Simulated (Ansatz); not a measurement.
Working through energies of removing a hydrogen of AlBH2O2, SMILES [OH][Al]1[BH][O]1

With Ansatz 0.2.0, Python API.

The script reads `albh2o2.xyz`:
```text
6

O    -0.78510    0.58170   -1.88950
Al    0.08000   -0.31490   -0.62040
B     0.61680   -0.23970    1.37570
O     0.62820   -1.49080    0.58710
H    -1.71540    0.79750   -1.50950
H     1.21770    0.60220    2.01040
```

Run as a notebook:

```python
import ansatz as az
```

```python
def energy(molecule, charge=0, unpaired=0):
    calc = (
        molecule.calculation()
        .basis(gaussian="cc-pVTZ")
        .functional("PBE0")
    )
    if charge:
        calc = calc.charge(charge)
    if unpaired:
        calc = calc.spin("collinear", total=unpaired)
    return calc.run(threads=1, pin="off").report["free_energy_ev"]
```

```python
def without(molecule, index):
    rest = az.Crystal.molecule()
    for i, site in enumerate(molecule.cartesian_sites):
        if i != index:
            rest = rest.atom(site.symbol, site.position_ang)
    return rest
```

```python
geometry = az.Crystal.molecule_from_extxyz("albh2o2.xyz")
```

```python
whole = energy(geometry, 0)
hydrogen = energy(az.Crystal.molecule().atom("H", (0, 0, 0)), 0, 1)
print(f"E(molecule) = {whole:.5f} eV, E(H) = {hydrogen:.5f} eV")
for index in [4, 5]:
    radical = energy(without(geometry, index), 0, 1)
    print(f"H{index}: homolysis {96.485332 * (radical + hydrogen - whole):.1f} kJ/mol")
```

    E(molecule) = -11393.00403 eV, E(H) = -13.63395 eV
    H4: homolysis 396.0 kJ/mol
    H5: homolysis 304.4 kJ/mol

Total energies depend on the basis set; only differences at equal settings carry meaning. The geometry is a force-field or estimated start, not a minimum of this method, and the basis set is short of its limit. All parts are taken at fixed geometry, without zero-point energy. It ran for 16 s on 1 thread of Intel(R) Xeon(R) Platinum 8488C (Sapphire Rapids), on a shared host, peak memory 0.34 GiB.

(Lines on the test bed's own set-up are left out of the output.)
